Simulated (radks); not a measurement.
# Sr²⁺ in [Ar] 3d10 4p6 5s2: an all-electron calculation

Aim: the levels, the sizes of the orbitals and the parts of the energy of the strontium ion Sr2+.

The numbers are computed with radks (a radial shooting solver on a logarithmic mesh, Libxc functionals) version 1 (scalar-relativistic Kohn-Sham, PBE, spin-polarised, spherical densities, finite nucleus), except any that are marked as measured or tabulated.

### 1 The system

```
element            : strontium (Z = 38)
charge             : +2
electrons          : 36
configuration      : [Ar] 3d10 4p6 5s2
nuclear rms radius : 4.224 fm
```

Outer shells as boxes (Hund's rule):

Sr²⁺
```
[Ar] core
3d [↑↓][↑↓][↑↓][↑↓][↑↓]
4p [↑↓][↑↓][↑↓]
5s [↑↓]
```

### 2 The run

Input:

```text
Z 38
configuration [Ar] 3d10 4p6 5s2 4s0 4d0 5p0 4f0
relativity scalar-relativistic
functional pbe,pbe
spin polarised
nucleus finite rms 4.224 fm
c 137.035999084
```

Q: Predict the outcome of this run.

As calculated:

```
                        quantity                   value
                    total energy     -3175.51870 hartree
exchange-correlation share of it                  3.27 %
                            −T/E                  1.0255
          highest occupied level          5s, -17.941 eV
    most extended occupied level  5s up, <r> = 3.16 bohr
 radius at density 0.001 e/bohr³               4.56 bohr
    maxima of the radial density                       3
```

What this shows: The radial density shows 3 maxima for 5 occupied principal shells; where shells overlap, one shows as a shoulder or not at all. −T/E is 1.025: with relativity the kinetic term as defined here no longer equals −E. This is not the tabulated ground configuration, so its levels and sizes aren't those of the ground state, and no measured value stands beside it.
